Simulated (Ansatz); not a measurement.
# Cu: the cost of one run

Computed with Ansatz 0.2.0 (DFT PBE, scalar-relativistic, plane waves, PAW, unless a step's input says otherwise).

### Step 1. The starting structure

The structure is cubic, space group Fm-3m (No. 225). The conventional cell has a = 3.610 Å, b = 3.610 Å, c = 3.610 Å, α = 90.00°, β = 90.00°, γ = 90.00°. Around Cu (site symmetry m-3m) lie 12 Cu at 2.55 Å.

Structure file:

```cif
data_structure
_symmetry_space_group_name_H-M 'Fm-3m'
_symmetry_Int_Tables_number 225
_cell_length_a 3.6100
_cell_length_b 3.6100
_cell_length_c 3.6100
_cell_angle_alpha 90.000
_cell_angle_beta 90.000
_cell_angle_gamma 90.000
_cell_volume 47.05
loop_
_atom_site_label
_atom_site_type_symbol
_atom_site_symmetry_multiplicity
_atom_site_Wyckoff_symbol
_atom_site_fract_x
_atom_site_fract_y
_atom_site_fract_z
_atom_site_occupancy
Cu1 Cu 4 a 0.00000 0.00000 0.00000 1
```

### Step 2. Relaxing cell and atoms: Cu, no spin

File input.yaml:

```yaml
crystal:
  lattice:
    - [0.0, 1.805, 1.805]
    - [1.805, 0.0, 1.805]
    - [1.805, 1.805, 0.0]
  atoms:
    - { symbol: Cu, position: [0.0, 0.0, 0.0] }
scf:
  occupations: { method: gaussian, width: 0.1 }
output:
  forces: true
  stress: true
  eigenvalues: true
  write_density: true
  write_potential: true
  elf: true
  volumetric_format: npy
hamiltonian:
  xc: pbe
  pseudopotentials: { kind: paw, azcp: { folder: soft_1 } }
relax:
  f_tol: 0.003
  max_steps: 60
  cell: { stress_tol: 0.02 }
kpoints:
  mp_grid: { grid: [20, 20, 20] }
```

Run with:

```console
$ ansatz run input.yaml --threads 8 --pin off --max-ram 16384MiB --backend cpu --events-out ev --progress --plain --runs-dir out
```

**Question.** How long does this run take on 8 threads of Intel Xeon Platinum 8259CL at 2.50GHz (Skylake/Cascade Lake), shared host, and how much memory does it need?

About 3.3 s, with a peak of 0.39 GiB.
